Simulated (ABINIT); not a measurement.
# HfB (Fm-3m) in ABINIT: convergence with cutoff

Aim: find how far cutoff must go before the results for HfB settle, at BLYP. This setting moves, with any that are tied to it; all else stays.

Program: ABINIT 10.8.3 (patched build). These are calculated values, not measurements. Logs are shortened: lines on timing, memory, paths and dates and some standing lists are left out, and cuts for length are marked. The log counts tension as positive stress, the text compression.

**1. The crystal as given**

It takes space group Fm-3m (No. 225, cubic). Conventional cell: a = 4.620 Å, b = 4.620 Å, c = 4.620 Å, α = 90.00°, β = 90.00°, γ = 90.00°. Around Hf (site symmetry m-3m) lie 6 B at 2.31 Å. Around B (site symmetry m-3m) lie 6 Hf at 2.31 Å.

**2. With cutoff 7.5 Ha**

Contents of run.abi:

```
# Pseudopotentials
pp_dirpath "./"
pseudos "Hf.GGA_PBE-JTH.xml, B.GGA_PBE-JTH.xml"

# Structure
acell 3.2668333291 3.2668333291 3.2668333291 Angstrom
rprim
     0.0000000000     0.7071067812     0.7071067812
     0.7071067812     0.0000000000     0.7071067812
     0.7071067812     0.7071067812     0.0000000000
ntypat 2
znucl 72 5
natom 2
typat 1 2
xred
     0.5000000000     0.5000000000     0.5000000000
     0.0000000000     0.0000000000     0.0000000000

# Plane-wave basis
ecut 7.5
pawecutdg 52.4
pawxcdev 0

# k points
kptopt 1
ngkpt 10 10 10
nshiftk 1
shiftk 0.0 0.0 0.0

# Exchange and correlation
ixc -106131

# Bands and occupations
nband 12
occopt 4
tsmear 0.05 eV

# SCF cycle
nstep 100
tolvrs 1.0e-9

# Output
iomode 3
prtwf 0
prtden 0
prteig 0
prtebands 0
```

Potentials or basis: JTH PAW PBE v2.0.

The run is started by

```console
$ abinit run.abi > log 2>&1
```

It took 6.6 s on 1 thread of Arm Neoverse V1, shared host; peak memory 0.11 GiB.

The run converged. Its results:

```
Free energy                                           : -1436.4580 eV
Band gap on the k mesh                                : none (metal or under the smearing width)
Valence electrons inside the program's atomic spheres : Hf 9.78; B 1.89
```

**3. With cutoff 9.5 Ha**

Changes to run.abi since step 2:

```diff
@@ -19,3 +19,3 @@
 # Plane-wave basis
-ecut 7.5
+ecut 9.5
 pawecutdg 52.4
```

Potentials or basis: JTH PAW PBE v2.0.

The run is started by

```console
$ abinit run.abi > log 2>&1
```

Run time: 7.7 s. Hardware: 1 thread of Arm Neoverse V1, shared host; peak memory 0.11 GiB.

It converged, with:

```yaml
Free_energy: -1436.9953 eV
Band_gap_on_the_k_mesh: none (metal or under the smearing width)
Valence_electrons_inside_the_program's_atomic_spheres: Hf 9.78; B 1.89
```

**4. With cutoff 11.5 Ha**

Changes to run.abi since step 3:

```diff
@@ -19,3 +19,3 @@
 # Plane-wave basis
-ecut 9.5
+ecut 11.5
 pawecutdg 52.4
```

The run is started by

```console
$ abinit run.abi > log 2>&1
```

It took 9.2 s on 1 thread of Arm Neoverse V1, shared host; peak memory 0.12 GiB.

It converged, with:

```
Free energy                                           : -1437.0714 eV
Band gap on the k mesh                                : none (metal or under the smearing width)
Valence electrons inside the program's atomic spheres : Hf 9.78; B 1.89
```

**5. With cutoff 13.5 Ha**

Changes to run.abi since step 4:

```diff
@@ -19,3 +19,3 @@
 # Plane-wave basis
-ecut 11.5
+ecut 13.5
 pawecutdg 52.4
```

The run is started by

```console
$ abinit run.abi > log 2>&1
```

Wall time 11 s (1 thread of Arm Neoverse V1, shared host); peak memory 0.12 GiB.

It converged, with:

| Property | Result |
| --- | --- |
| Free energy | -1437.1402 eV |
| Band gap on the k mesh | none (metal or under the smearing width) |
| Valence electrons inside the program's atomic spheres | Hf 9.78; B 1.89 |

**6. With cutoff 16 Ha**

Changes to run.abi since step 5:

```diff
@@ -19,3 +19,3 @@
 # Plane-wave basis
-ecut 13.5
+ecut 16.0
 pawecutdg 52.4
```

Potentials or basis: JTH PAW PBE v2.0.

The run is started by

```console
$ abinit run.abi > log 2>&1
```

Wall time 12 s (1 thread of Arm Neoverse V1, shared host); peak memory 0.12 GiB.

Results (log left out):

- Free energy: -1437.1959 eV
- Band gap on the k mesh: none (metal or under the smearing width)
- Valence electrons inside the program's atomic spheres: Hf 9.78; B 1.89

**7. With cutoff 19 Ha**

Changes to run.abi since step 6:

```diff
@@ -19,3 +19,3 @@
 # Plane-wave basis
-ecut 16.0
+ecut 19.0
 pawecutdg 52.4
```

The run is started by

```console
$ abinit run.abi > log 2>&1
```

It took 17 s on 1 thread of Arm Neoverse V1, shared host; peak memory 0.13 GiB.

Results (log left out):

| Property | Result |
| --- | --- |
| Free energy | -1437.2093 eV |
| Pressure | 37.5 GPa |
| Band gap on the k mesh | none (metal or under the smearing width) |
| Valence electrons inside the program's atomic spheres | Hf 9.78; B 1.89 |

**8. With cutoff 22 Ha**

Changes to run.abi since step 7:

```diff
@@ -19,3 +19,3 @@
 # Plane-wave basis
-ecut 19.0
+ecut 22.0
 pawecutdg 52.4
```

The run is started by

```console
$ abinit run.abi > log 2>&1
```

Run time: 20 s. Hardware: 1 thread of Arm Neoverse V1, shared host; peak memory 0.13 GiB.

It converged, with:

```
Free energy                                           : -1437.2202 eV
Pressure                                              : 37.3 GPa
Band gap on the k mesh                                : none (metal or under the smearing width)
Valence electrons inside the program's atomic spheres : Hf 9.78; B 1.89
```

**9. With cutoff 25.5 Ha**

Changes to run.abi since step 8:

```diff
@@ -19,3 +19,3 @@
 # Plane-wave basis
-ecut 22.0
+ecut 25.5
 pawecutdg 52.4
```

Potentials or basis: JTH PAW PBE v2.0.

The run is started by

```console
$ abinit run.abi > log 2>&1
```

Wall time 23 s (1 thread of Arm Neoverse V1, shared host); peak memory 0.13 GiB.

The run converged. Its results:

| Quantity | Value |
| --- | --- |
| Free energy | -1437.2288 eV |
| Pressure | 37.6 GPa |
| Band gap on the k mesh | none (metal or under the smearing width) |
| Valence electrons inside the program's atomic spheres | Hf 9.78; B 1.89 |

**10. With cutoff 30.5 Ha**

Changes to run.abi since step 9:

```diff
@@ -19,3 +19,3 @@
 # Plane-wave basis
-ecut 25.5
+ecut 30.5
 pawecutdg 52.4
```

Potentials or basis: JTH PAW PBE v2.0.

The run is started by

```console
$ abinit run.abi > log 2>&1
```

run.abo:

```text
.Version 10.8.3 of ABINIT
 Symmetries : space group Fm -3 m (#225); Bravais cF (face-center cubic)
================================================================================
 Values of the parameters that define the memory need of the present run
     intxc =       0    ionmov =       0      iscf =      17    lmnmax =      18
     lnmax =       6     mgfft =      32  mpssoang =       3    mqgrid =    3001
     natom =       2  nloc_mem =       2    nspden =       1   nspinor =       1
    nsppol =       1      nsym =      48    n1xccc =       1    ntypat =       2
    occopt =       4   xclevel =       2
       mpw =        1353          nfft =       32768          nkpt =          47
 PAW method is used; the additional fine FFT grid is defined by:
   mgfftf=        45    nfftf =     91125
================================================================================
================================================================================

--------------------------------------------------------------------------------
------------- Echo of variables that govern the present computation ------------
--------------------------------------------------------------------------------
 -outvars: echo values of preprocessed input variables --------
            acell      6.1734202910E+00  6.1734202910E+00  6.1734202910E+00 Bohr
              amu      1.78490000E+02  1.08110000E+01
             ecut      3.05000000E+01 Hartree
              ixc     -106131
         kptrlatt       10    0    0      0   10    0      0    0   10
          kptrlen      6.17342029E+01
            natom           2
            nband          12
            ngfft          32      32      32
          ngfftdg          45      45      45
             nkpt          47
            nstep         100
             nsym          48
           ntypat           2
           occopt           4
        pawecutdg      5.24000000E+01 Hartree
         pawxcdev           0
           prtden           0
        prtebands           0
           prteig           0
            prtwf           0
            rprim      0.0000000000E+00  7.0710678120E-01  7.0710678120E-01
                       7.0710678120E-01  0.0000000000E+00  7.0710678120E-01
                       7.0710678120E-01  7.0710678120E-01  0.0000000000E+00
          spgroup         225
           tolvrs      1.00000000E-09
           tsmear      1.83746611E-03 Hartree
            typat      1  2
           useylm           1
           xangst      2.3100000001E+00  2.3100000001E+00  2.3100000001E+00
                       0.0000000000E+00  0.0000000000E+00  0.0000000000E+00
            xcart      4.3652673510E+00  4.3652673510E+00  4.3652673510E+00
                       0.0000000000E+00  0.0000000000E+00  0.0000000000E+00
             xred      5.0000000000E-01  5.0000000000E-01  5.0000000000E-01
                       0.0000000000E+00  0.0000000000E+00  0.0000000000E+00
            znucl       72.00000    5.00000

================================================================================

 chkinp: Checking input parameters for consistency.

[... 114 lines left out ...]

 Mean square residual over all n,k,spin=   18.891E-08; max=  70.773E-06
 reduced coordinates (array xred) for    2 atoms
       0.500000000000      0.500000000000      0.500000000000
       0.000000000000      0.000000000000      0.000000000000
 rms dE/dt=  0.0000E+00; max dE/dt=  0.0000E+00; dE/dt below (all hartree)
    1       0.000000000000      0.000000000000      0.000000000000
    2       0.000000000000      0.000000000000      0.000000000000

 cartesian coordinates (angstrom) at end:
    1      2.31000000005678     2.31000000005678     2.31000000005678
    2      0.00000000000000     0.00000000000000     0.00000000000000

 cartesian forces (hartree/bohr) at end:
    1     -0.00000000000000    -0.00000000000000    -0.00000000000000
    2     -0.00000000000000    -0.00000000000000    -0.00000000000000
 frms,max,avg= 0.0000000E+00 0.0000000E+00   0.000E+00  0.000E+00  0.000E+00 h/b

 cartesian forces (eV/Angstrom) at end:
    1     -0.00000000000000    -0.00000000000000    -0.00000000000000
    2     -0.00000000000000    -0.00000000000000    -0.00000000000000
 frms,max,avg= 0.0000000E+00 0.0000000E+00   0.000E+00  0.000E+00  0.000E+00 e/A
 length scales=  6.173420290987  6.173420290987  6.173420290987 bohr
              =  3.266833329100  3.266833329100  3.266833329100 angstroms
 Fermi (or HOMO) energy (hartree) =  -0.00311   Average Vxc (hartree)=  -0.43153
 Eigenvalues (hartree) for nkpt=  47  k points:
 kpt#   1, nband= 12, wtk=  0.00100, kpt=  0.0000  0.0000  0.0000 (reduced coord)
  -2.20542   -1.04848   -1.04848   -1.04848   -0.34959    0.07865    0.07865    0.07865
   0.13999    0.13999    0.14002    0.15049
      occupation numbers for kpt#   1
   2.00000    2.00000    2.00000    2.00000    2.00000    0.00000    0.00000    0.00000
   0.00000    0.00000    0.00000    0.00000
 prteigrs : prtvol=0 or 1, do not print more k-points.

--- !EnergyTerms
iteration_state     : {dtset: 1, }
comment             : Components of total free energy in Hartree
kinetic             :  7.31752534205729E+00
hartree             :  5.82760108949772E+00
xc                  : -1.01315382224575E+01
Ewald energy        : -4.46676344392702E+01
psp_core            :  8.74796801409854E+00
local_psp           : -8.73798489044303E-02
PAW spherical_terms : -1.98237708388467E+01
internal            : -5.28172289038253E+01
'-kT*entropy'       : -2.19490880963670E-05
total_energy        : -5.28172508529134E+01
total_energy_eV     : -1.43723061340949E+03
...

--- !EnergyTermsDC
iteration_state     : {dtset: 1, }
comment             : '"Double-counting" decomposition of free energy'
band_energy         : -1.15024469666307E+01
Ewald energy        : -4.46676344392702E+01
psp_core            :  8.74796801409854E+00
xc_dc               : -1.06391521513092E+01
PAW spherical_terms :  5.24404045093426E+00
internal            : -5.28172250921773E+01
'-kT*entropy'       : -2.19490880963670E-05
total_energy_dc     : -5.28172470412654E+01
total_energy_dc_eV  : -1.43723050968927E+03
...

--- !EnergyTermsWithPAWCore
iteration_state     : {dtset: 1, }
comment             : 'Components of total free energy, including PAW core contributions'
Total energy        : -1.51042177049537E+04
Total energy DC     : -1.51042177011421E+04
Total energy (eV)   : -4.11006701912880E+05
Total energy DC (eV): -4.11006701809160E+05
...

 Cartesian components of stress tensor (hartree/bohr^3)
  sigma(1 1)= -1.27798785E-03  sigma(3 2)=  0.00000000E+00
  sigma(2 2)= -1.27798785E-03  sigma(3 1)=  0.00000000E+00
  sigma(3 3)= -1.27798785E-03  sigma(2 1)=  0.00000000E+00

-Cartesian components of stress tensor (GPa)         [Pressure=  3.7600E+01 GPa]
- sigma(1 1)= -3.75997006E+01  sigma(3 2)=  0.00000000E+00
- sigma(2 2)= -3.75997006E+01  sigma(3 1)=  0.00000000E+00
- sigma(3 3)= -3.75997006E+01  sigma(2 1)=  0.00000000E+00

== END DATASET(S) ==============================================================
================================================================================

 -outvars: echo values of variables after computation  --------
            acell      6.1734202910E+00  6.1734202910E+00  6.1734202910E+00 Bohr
           etotal     -5.2817247041E+01
            fcart     -0.0000000000E+00 -0.0000000000E+00 -0.0000000000E+00
                      -0.0000000000E+00 -0.0000000000E+00 -0.0000000000E+00
            rprim      0.0000000000E+00  7.0710678120E-01  7.0710678120E-01
                       7.0710678120E-01  0.0000000000E+00  7.0710678120E-01
                       7.0710678120E-01  7.0710678120E-01  0.0000000000E+00
           strten     -1.2779878461E-03 -1.2779878461E-03 -1.2779878461E-03
                       0.0000000000E+00  0.0000000000E+00  0.0000000000E+00
           xangst      2.3100000001E+00  2.3100000001E+00  2.3100000001E+00
                       0.0000000000E+00  0.0000000000E+00  0.0000000000E+00
             xred      5.0000000000E-01  5.0000000000E-01  5.0000000000E-01
                       0.0000000000E+00  0.0000000000E+00  0.0000000000E+00
 Calculation completed.
```

Run time: 28 s. Hardware: 1 thread of Arm Neoverse V1, shared host; peak memory 0.14 GiB.

Results:

- Free energy: -1437.2305 eV
- Pressure: 37.6 GPa
- Band gap on the k mesh: none (metal or under the smearing width)
- Valence electrons inside the program's atomic spheres: Hf 9.78; B 1.89

**11. The series at a glance**

```
 cutoff  energy less the tightest run (meV/atom)  SCF cycles  CPU time (s)  peak memory (GiB)
 7.5 Ha                                   386.27           9           6.6               0.11
 9.5 Ha                                   117.63           9           7.7               0.11
11.5 Ha                                    79.56          10           9.2               0.12
13.5 Ha                                    45.14           9            11               0.12
  16 Ha                                    17.30           9            12               0.12
  19 Ha                                    10.62          11            17               0.13
  22 Ha                                     5.17          10            20               0.13
25.5 Ha                                     0.85          11            23               0.13
30.5 Ha                                     0.00          12            28               0.14
```

Against the tightest run, the energy stays within 1 meV/atom from 25.5 Ha on. The tightest run that finished is the yardstick and may itself not be fully converged.

Caveats: a pressure of tens of GPa on the cell as given is suspect, and the run, the potentials or the cell itself is likely at fault; the PAW data sets were made with another functional, which shifts forces and pressure a little.
